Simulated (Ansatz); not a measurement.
**SiAsH3+ (doublet): from Hartree-Fock to the top rungs, cc-pVTZ**

How much of the correlation energy of SiAsH3+ (doublet) does each wave-function method recover here?

The runs use Ansatz 0.2.0, Gaussian basis; cc-pVTZ, core rule «outside noble gas», up to 19 orbitals frozen.

The runs, in order: UHF; CCSD(T) on ROHF; CCSD(T) on UHF; BCCD(T) on ROHF; CCSDT(Q) on ROHF; CCSDT(Q) on UHF; CASSCF and NEVPT2, 11 electrons in 11 orbitals.

7 further runs of the same task are left out: 1 for a known fault of the program, 6 set aside as unsound or not needed.

**1. The geometry**

The geometry is a PBE0/def2-TZVP stationary point (not a proven minimum) of the parent state, kept for this charge and spin. No spin-orbit coupling is included. The filled d shell of As may be among the frozen orbitals whatever the setting's name suggests; the logs give the count.

5 atoms, charge 1, spin multiplicity 2.

Atoms are counted from 1 here; the program's logs count them from 0.

Bond lengths: Si1–As2 2.357 Å, Si1–H3 1.488 Å, Si1–H4 1.488 Å, Si1–H5 1.488 Å. Angles: As2–Si1–H3 110.3°, As2–Si1–H4 110.3°, As2–Si1–H5 110.3°, H3–Si1–H4 108.7°, H3–Si1–H5 108.7°, H4–Si1–H5 108.7°.

In the tables R marks a restricted open-shell determinant and U an unrestricted one; 'valence' is the active space of 11 electrons in 11 orbitals; energies count from the table's Hartree-Fock row.

**2. UHF**

in.yaml

```yaml
crystal:
  periodic: [false, false, false]
  atoms:
    - {symbol: Si, position_ang: [-1.650542, -0.011519, 0.004128]}
    - {symbol: As, position_ang: [0.706158, 0.004928, -0.001766]}
    - {symbol: H, position_ang: [-2.175948, 1.381149, 0.007507]}
    - {symbol: H, position_ang: [-2.158302, -0.715039, 1.213602]}
    - {symbol: H, position_ang: [-2.164376, -0.711463, -1.204855]}
basis:
  gaussian: {orbitals: cc-pVTZ}
total_charge: 1
magnetization: {spin_polarized: true, initial_magnetization: 1}
hamiltonian: {xc: hf}
output: {orbitals: {seedname: orbitals}}
```

Run with:

```bash
> ansatz run in.yaml --threads 1 --pin off --events-out ev --progress --plain --max-ram 4096MiB --backend cpu
```

Output:

```text
Functional definition: HF
  name "HF"
  cite "Fock, Z. Phys. 61, 126 (1930) doi:10.1007/BF01340294"
  parent pbe
  exchange = exact_x
  correlation = 0
1015 factors; their error is unknown
mean field evaluation 1: about -68694.3155 eV, gradient 1.2e1 eV
mean field evaluation 2: about -68695.7877 eV, gradient 4.6e0 eV
mean field evaluation 4: about -68696.0231 eV, gradient 5.2e-1 eV
mean field evaluation 8: about -68697.9448 eV, gradient 3.8e-1 eV
mean field evaluation 16: about -68697.9960 eV, gradient 4.3e-1 eV
mean field evaluation 32: about -68698.0346 eV, gradient 5.9e-5 eV
mean field evaluation 64: about -68698.0276 eV, gradient 1.3e-2 eV
mean field evaluation 96: about -68698.0275 eV, gradient 1.7e-2 eV
mean field evaluation 128: about -68697.9994 eV, gradient 3.2e-1 eV
mean field evaluation 160: about -68698.0117 eV, gradient 4.7e-1 eV
mean field evaluation 192: about -68698.0323 eV, gradient 1.5e-2 eV
mean field evaluation 224: about -68698.0271 eV, gradient 7.5e-1 eV
mean field evaluation 256: about -68697.9450 eV, gradient 3.3e-2 eV
mean field -68698.03458456 eV, -2524.6062057824 hartree, gradient 8.2e-6 eV, S^2 1.180941; 5 other end points of the search recorded, 0 dependent functions left out
reference -68698.03458456 eV, -2524.6062057824 hartree; 25, 24 occupied and 94, 95 virtual orbitals, 1015 factors
Total energy: -68698.03458456 eV, -2524.6062057824 hartree
```

Run time: 23 s. Hardware: 1 thread of AMD EPYC 7R13, shared host; peak memory 0.41 GiB.

From the report: ⟨S²⟩ of the determinant 1.181 (pure doublet: 0.75).

**3. CCSD(T) on ROHF**

in.yaml, as its differences from that of step 2:

```diff
@@ -11,4 +11,3 @@
 total_charge: 1
-magnetization: {spin_polarized: true, initial_magnetization: 1}
-hamiltonian: {xc: hf}
-output: {orbitals: {seedname: orbitals}}
+magnetization: {spin_polarized: false, initial_magnetization: 1}
+correlation: {method: ccsd_t, electrons: outside_noble_gas}
```

Run with:

```bash
> ansatz run in.yaml --threads 2 --pin off --events-out ev --progress --plain --max-ram 24576MiB --backend cuda --devices 0, --max-vram 18GiB
```

Output (excerpt; [...] marks lines left out):

```text
Functional definition: HF
  name "HF"
  cite "Fock, Z. Phys. 61, 126 (1930) doi:10.1007/BF01340294"
  parent pbe
[...]
717 factors; integrals over basis functions are off by at most 6.7e-4 eV
[...]
mean field -68697.82617472 eV, -2524.5985468621 hartree, gradient 3.0e-10 eV, S^2 0.750000; 8 other end points of the search recorded, 0 dependent functions left out
[...]
determinant -68697.82617472 eV, -2524.5985468621 hartree, with singles and doubles -68704.71488161 eV, -2524.8517021708 hartree
determinant -68697.82615819 eV, -2524.5985462544 hartree, with singles and doubles -68704.71371702 eV, -2524.8516593731 hartree
determinant -68695.50729834 eV, -2524.5133297268 hartree, with singles and doubles -68702.52600861 eV, -2524.7712625717 hartree
determinant -68697.82617472 eV, -2524.5985468621 hartree, with singles and doubles -68704.57503982 eV, -2524.8465630796 hartree
determinant -68697.82615819 eV, -2524.5985462544 hartree, with singles and doubles -68704.57504299 eV, -2524.8465631964 hartree
19 core orbitals not correlated: weight in the atoms' cores, before any rotation towards them, 1.000 or more for the frozen orbitals, at most 0.000 for the correlated occupied ones
reference -68697.82617472 eV, -2524.5985468621 hartree; 6, 5 occupied and 94, 95 virtual orbitals, 717 factors
second order -5.51546330 eV of doubles, -0.07121378 eV of singles
cycle   1  -6.74886627 eV  change   -1.2e-6 eV  update   3.2e-6
perturbative correction -0.22958792 eV, -0.0084372003 hartree
Total energy: -68704.80462891 eV, -2524.8550003234 hartree
```

Wall time 8.5 s (1 × H100 (card shared with other runs) with 2 threads of AMD EPYC 7R13, shared host); peak host memory 0.81 GiB.

From the report: correlation -6.9785 eV; T1 0.024; largest double amplitude 0.07.

**4. CCSD(T) on UHF**

in.yaml, as its differences from that of step 3:

```diff
@@ -11,3 +11,3 @@
 total_charge: 1
-magnetization: {spin_polarized: false, initial_magnetization: 1}
+magnetization: {spin_polarized: true, initial_magnetization: 1}
 correlation: {method: ccsd_t, electrons: outside_noble_gas}
```

Launched as before.

Output (excerpt; [...] marks lines left out):

```text
Functional definition: HF
  name "HF"
  cite "Fock, Z. Phys. 61, 126 (1930) doi:10.1007/BF01340294"
  parent pbe
[...]
717 factors; integrals over basis functions are off by at most 6.7e-4 eV
[...]
mean field -68698.03542782 eV, -2524.6062367715 hartree, gradient 1.7e-8 eV, S^2 1.180938; 25 other end points of the search recorded, 0 dependent functions left out
determinant -68698.03542782 eV, -2524.6062367715 hartree, with singles and doubles -68704.63340578 eV, -2524.8487079893 hartree
determinant -68698.02626855 eV, -2524.6059001744 hartree, with singles and doubles -68704.63124184 eV, -2524.8486284658 hartree
determinant -68697.94588423 eV, -2524.6029461052 hartree, with singles and doubles -68704.71952546 eV, -2524.8518728292 hartree
determinant -68697.94584073 eV, -2524.6029445068 hartree, with singles and doubles -68704.71995352 eV, -2524.8518885601 hartree
[...]
determinant -68698.02626855 eV, -2524.6059001744 hartree, with singles and doubles -68704.56126127 eV, -2524.8460567275 hartree
determinant -68697.94588423 eV, -2524.6029461052 hartree, with singles and doubles -68704.58195211 eV, -2524.8468171016 hartree
determinant -68697.94584073 eV, -2524.6029445068 hartree, with singles and doubles -68704.58194946 eV, -2524.8468170042 hartree
19 core orbitals not correlated: weight in the atoms' cores, before any rotation towards them, 1.000 or more for the frozen orbitals, at most 0.000 for the correlated occupied ones
reference -68697.94588423 eV, -2524.6029461052 hartree; 6, 5 occupied and 94, 95 virtual orbitals, 717 factors
second order -5.45503280 eV of doubles, -0.00000000 eV of singles
cycle   1  -6.63606928 eV  change   -1.4e-6 eV  update   3.7e-5
cycle   2  -6.63606950 eV  change   -2.2e-7 eV  update   9.4e-6
perturbative correction -0.22590078 eV, -0.0083017005 hartree
Total energy: -68704.80785451 eV, -2524.8551188618 hartree
```

Wall time 30 s (1 × H100 (card shared with other runs) with 2 threads of AMD EPYC 7R13, shared host); peak host memory 0.84 GiB.

From the report: ⟨S²⟩ of the determinant 0.762 (pure doublet: 0.75); correlation -6.8620 eV; T1 0.021; largest double amplitude 0.07.

**5. BCCD(T) on ROHF**

in.yaml, as its differences from that of step 4:

```diff
@@ -11,3 +11,3 @@
 total_charge: 1
-magnetization: {spin_polarized: true, initial_magnetization: 1}
-correlation: {method: ccsd_t, electrons: outside_noble_gas}
+magnetization: {spin_polarized: false, initial_magnetization: 1}
+correlation: {method: bccd_t, electrons: outside_noble_gas}
```

The command is unchanged.

Output (excerpt; [...] marks lines left out):

```text
Functional definition: HF
  name "HF"
  cite "Fock, Z. Phys. 61, 126 (1930) doi:10.1007/BF01340294"
  parent pbe
[...]
717 factors; integrals over basis functions are off by at most 6.7e-4 eV
[...]
mean field -68697.82617472 eV, -2524.5985468621 hartree, gradient 3.0e-10 eV, S^2 0.750000; 8 other end points of the search recorded, 0 dependent functions left out
[...]
determinant -68697.82617472 eV, -2524.5985468621 hartree, with singles and doubles -68704.71488161 eV, -2524.8517021708 hartree
determinant -68697.82615819 eV, -2524.5985462544 hartree, with singles and doubles -68704.71371702 eV, -2524.8516593731 hartree
determinant -68695.50729834 eV, -2524.5133297268 hartree, with singles and doubles -68702.52600861 eV, -2524.7712625717 hartree
determinant -68697.82617472 eV, -2524.5985468621 hartree, with singles and doubles -68704.57503982 eV, -2524.8465630796 hartree
determinant -68697.82615819 eV, -2524.5985462544 hartree, with singles and doubles -68704.57504299 eV, -2524.8465631964 hartree
19 core orbitals not correlated: weight in the atoms' cores, before any rotation towards them, 1.000 or more for the frozen orbitals, at most 0.000 for the correlated occupied ones
reference -68697.82617472 eV, -2524.5985468621 hartree; 6, 5 occupied and 94, 95 virtual orbitals, 717 factors
second order -5.51546330 eV of doubles, -0.07121378 eV of singles
cycle   1  -6.74262300 eV  change    6.2e-3 eV  update   6.5e-3
[...]
cycle   9  -6.73939489 eV  change   -1.3e-6 eV  update   8.6e-6
perturbative correction -0.23989578 eV, -0.0088160071 hartree
Total energy: -68704.80546539 eV, -2524.8550310633 hartree
```

It took 16 s on 1 × H100 (card shared with other runs) with 2 threads of AMD EPYC 7R13, shared host; peak host memory 0.83 GiB.

From the report: correlation -6.9793 eV; largest double amplitude 0.07.

**6. CCSDT(Q) on ROHF**

in.yaml, as its differences from that of step 5:

```diff
@@ -12,2 +12,2 @@
 magnetization: {spin_polarized: false, initial_magnetization: 1}
-correlation: {method: bccd_t, electrons: outside_noble_gas}
+correlation: {method: ccsdt_q, electrons: outside_noble_gas}
```

Launched as before.

Output (excerpt; [...] marks lines left out):

```text
Functional definition: HF
  name "HF"
  cite "Fock, Z. Phys. 61, 126 (1930) doi:10.1007/BF01340294"
  parent pbe
[...]
1441 factors; integrals over basis functions are off by at most 1.8e-7 eV
[...]
mean field -68697.82618137 eV, -2524.5985471063 hartree, gradient 1.6e-6 eV, S^2 0.750000; 8 other end points of the search recorded, 0 dependent functions left out
[...]
determinant -68697.82618137 eV, -2524.5985471063 hartree, with singles and doubles -68704.71490862 eV, -2524.8517031635 hartree
determinant -68697.82616483 eV, -2524.5985464986 hartree, with singles and doubles -68704.71374459 eV, -2524.8516603861 hartree
determinant -68695.50730678 eV, -2524.5133300371 hartree, with singles and doubles -68702.52604406 eV, -2524.7712638744 hartree
determinant -68697.82618137 eV, -2524.5985471063 hartree, with singles and doubles -68704.57503589 eV, -2524.8465629354 hartree
determinant -68697.82616483 eV, -2524.5985464986 hartree, with singles and doubles -68704.57503927 eV, -2524.8465630595 hartree
19 core orbitals not correlated: weight in the atoms' cores, before any rotation towards them, 1.000 or more for the frozen orbitals, at most 0.000 for the correlated occupied ones
reference -68697.82618137 eV, -2524.5985471063 hartree; 6, 5 occupied and 94, 95 virtual orbitals, 1441 factors
second order -5.51549025 eV of doubles, -0.07121399 eV of singles
cycle   1  -6.39775106 eV  change   -8.1e-1 eV  update   8.8e-2
[...]
cycle  22  -7.02203887 eV  change   -1.0e-6 eV  update   1.4e-6
perturbative correction -0.00995868 eV, -0.0003659747 hartree
Total energy: -68704.85817892 eV, -2524.8569682498 hartree
```

It took 71 s on 1 × H100 (card shared with other runs) with 2 threads of AMD EPYC 7R13, shared host; peak host memory 1.2 GiB.

From the report: correlation -7.0320 eV; T1 0.026; largest double amplitude 0.09.

**7. CCSDT(Q) on UHF**

in.yaml, as its differences from that of step 6:

```diff
@@ -11,3 +11,3 @@
 total_charge: 1
-magnetization: {spin_polarized: false, initial_magnetization: 1}
+magnetization: {spin_polarized: true, initial_magnetization: 1}
 correlation: {method: ccsdt_q, electrons: outside_noble_gas}
```

The command is unchanged.

Output (excerpt; [...] marks lines left out):

```text
Functional definition: HF
  name "HF"
  cite "Fock, Z. Phys. 61, 126 (1930) doi:10.1007/BF01340294"
  parent pbe
[...]
1441 factors; integrals over basis functions are off by at most 1.8e-7 eV
[...]
mean field -68698.03543562 eV, -2524.6062370580 hartree, gradient 2.5e-8 eV, S^2 1.180940; 25 other end points of the search recorded, 0 dependent functions left out
determinant -68698.03543562 eV, -2524.6062370580 hartree, with singles and doubles -68704.63343025 eV, -2524.8487088887 hartree
determinant -68698.02627646 eV, -2524.6059004651 hartree, with singles and doubles -68704.63126583 eV, -2524.8486293477 hartree
determinant -68697.94589125 eV, -2524.6029463632 hartree, with singles and doubles -68704.71955154 eV, -2524.8518737875 hartree
determinant -68697.94584775 eV, -2524.6029447648 hartree, with singles and doubles -68704.71998016 eV, -2524.8518895391 hartree
[...]
determinant -68698.02627646 eV, -2524.6059004651 hartree, with singles and doubles -68704.56125625 eV, -2524.8460565430 hartree
determinant -68697.94589125 eV, -2524.6029463632 hartree, with singles and doubles -68704.58194813 eV, -2524.8468169557 hartree
determinant -68697.94584775 eV, -2524.6029447648 hartree, with singles and doubles -68704.58194570 eV, -2524.8468168663 hartree
19 core orbitals not correlated: weight in the atoms' cores, before any rotation towards them, 1.000 or more for the frozen orbitals, at most 0.000 for the correlated occupied ones
reference -68697.94589125 eV, -2524.6029463632 hartree; 6, 5 occupied and 94, 95 virtual orbitals, 1441 factors
second order -5.45505917 eV of doubles, -0.00000000 eV of singles
cycle   1  -6.27035613 eV  change   -8.2e-1 eV  update   8.8e-2
[...]
cycle  23  -6.90617428 eV  change    2.4e-7 eV  update   9.5e-7
perturbative correction -0.01092294 eV, -0.0004014108 hartree
Total energy: -68704.86298847 eV, -2524.8571449976 hartree
```

It took 43 s on 1 × H100 (card shared with other runs) with 2 threads of AMD EPYC 7R13, shared host; peak host memory 1.1 GiB.

From the report: ⟨S²⟩ of the determinant 0.762 (pure doublet: 0.75); correlation -6.9171 eV; T1 0.024; largest double amplitude 0.09.

**8. CASSCF and NEVPT2, 11 electrons in 11 orbitals**

in.yaml, as its differences from that of step 7:

```diff
@@ -11,3 +11,3 @@
 total_charge: 1
-magnetization: {spin_polarized: true, initial_magnetization: 1}
-correlation: {method: ccsdt_q, electrons: outside_noble_gas}
+magnetization: {spin_polarized: false, initial_magnetization: 1}
+correlation: {method: sc_nevpt2, electrons: outside_noble_gas, active_space: {window: {electrons: 11, orbitals: 11}, shells: [{species: As, l: s, shell: 4}, {species: As, l: p, shell: 4}, {species: H, l: s, shell: 1}, {species: Si, l: s, shell: 3}, {species: Si, l: p, shell: 3}]}}
```

The command is unchanged.

Output:

```text
Functional definition: HF
  name "HF"
  cite "Fock, Z. Phys. 61, 126 (1930) doi:10.1007/BF01340294"
  parent pbe
  exchange = exact_x
  correlation = 0
1441 factors; integrals over basis functions are off by at most 1.8e-7 eV
mean field evaluation 1: about -68696.1942 eV, gradient 1.5e1 eV
mean field evaluation 2: about -68696.2009 eV, gradient 1.5e1 eV
mean field evaluation 4: about -68697.7882 eV, gradient 2.2e0 eV
mean field evaluation 8: about -68697.8262 eV, gradient 7.8e-4 eV
mean field evaluation 16: about -68697.8262 eV, gradient 7.4e-4 eV
mean field evaluation 32: about -68697.8281 eV, gradient 1.4e-2 eV
mean field -68697.82618137 eV, -2524.5985471063 hartree, gradient 1.6e-6 eV, S^2 0.750000; 5 other end points of the search recorded, 0 dependent functions left out
reference -68697.82618137 eV, -2524.5985471063 hartree; 25, 24 occupied and 94, 95 virtual orbitals, 1441 factors
state -68699.96724089 eV, -2524.6772295923 hartree
state -68699.96724089 eV, -2524.6772295923 hartree; corrected -68703.47088197 eV, -2524.8059860272 hartree
Total energy: -68703.47088197 eV, -2524.8059860272 hartree
Checks for a lower state left out: starts, orbital_swaps
```

Wall time 10 s (1 × H100 (card shared with other runs) with 2 threads of AMD EPYC 7R13, shared host); peak host memory 0.87 GiB.

From the report: 106,624 determinants; active occupations 1.99, 1.98, 1.97, 1.97, 1.94, 1.00, 0.06, 0.03, 0.02, 0.02, 0.02.

**9. Natural occupations**

Natural occupations of the CASSCF valence state about the gap (report; correlated orbitals 2 to 11): 1.981, 1.973, 1.971, 1.937, 1.001, 0.055, 0.033, 0.023, 0.021, 0.017. The count of effectively unpaired electrons, Σ n²(2 − n)², is 1.04; a single determinant of this spin has 1.

**10. All levels against the top one**

The yardstick is UCCSDT(Q), where the cluster series has nearly closed. Rows without a time come out of other runs: HF, MP2 and CCSD of CCSD(T), CCSDT of CCSDT(Q), CASSCF and MRCISD of the multireference runs.

Differences are taken before rounding.

| method | energy from the lowest ROHF (kJ/mol) | from UCCSDT(Q) (kJ/mol) | time |
| --- | --- | --- | --- |
| ROHF | 0.0 | +678.9 |  |
| UHF | -20.1 | +658.8 | 23 s |
| RMP2 | -539.0 | +139.9 |  |
| UMP2 | -537.9 | +141.1 |  |
| RCCSD | -651.2 | +27.8 |  |
| UCCSD | -651.8 | +27.1 |  |
| RCCSD(T) | -673.3 | +5.6 | 8.5 s (GPU) |
| UCCSD(T) | -673.6 | +5.3 | 30 s (GPU) |
| BCCD(T) | -673.4 | +5.6 | 16 s (GPU) |
| RCCSDT | -677.5 | +1.4 |  |
| UCCSDT | -677.9 | +1.1 |  |
| RCCSDT(Q) | -678.5 | +0.5 | 71 s (GPU) |
| UCCSDT(Q) | -678.9 | 0 | 43 s (GPU) |
| CASSCF valence | -206.6 | +472.4 |  |
| NEVPT2 valence | -544.6 | +134.3 | 10 s (GPU) |

Some runs used a GPU and others CPU threads alone; cost is compared among the GPU runs only.

Among the levels timed on like hardware and quicker than the yardstick, those that no quicker one beats, quickest first: RCCSD(T) (8.5 s, +5.6 kJ/mol); BCCD(T) (16 s, +5.6 kJ/mol); UCCSD(T) (30 s, +5.3 kJ/mol).

**11. Summary of results**

| quantity | value |
| --- | --- |
| UCCSDT(Q) from the ROHF energy | -7.0368 eV |
| RMP2 from UCCSDT(Q) | +139.9 kJ/mol |
| UMP2 from UCCSDT(Q) | +141.1 kJ/mol |
| RCCSD from UCCSDT(Q) | +27.8 kJ/mol |
| RCCSD(T) from UCCSDT(Q) | +5.6 kJ/mol |
| UCCSD(T) from UCCSDT(Q) | +5.3 kJ/mol |
| RCCSDT(Q) from UCCSDT(Q) | +0.5 kJ/mol |
| NEVPT2 valence from UCCSDT(Q) | +134.3 kJ/mol |
| levels within 1 kcal/mol (43 meV) | RCCSDT, UCCSDT, RCCSDT(Q) |
| T1 diagnostic | 0.024 |
| effectively unpaired electrons | 1.04 |

What this shows: RCCSD(T) misses by +5.6 kJ/mol, 0.8 % of the correlation energy. One determinant dominates. Coupled cluster took another determinant than the lowest Hartree-Fock one. These misses are within one basis, not against nature; the frozen cores of restricted and unrestricted runs differ, which can shift their rows.

UCCSD(T) reaches 5.3 kJ/mol from the reference in 30 s, where UCCSDT(Q) took 43 s; the quickest level in the cost chart, RCCSD(T), takes 8.5 s and misses by 5.6 kJ/mol.
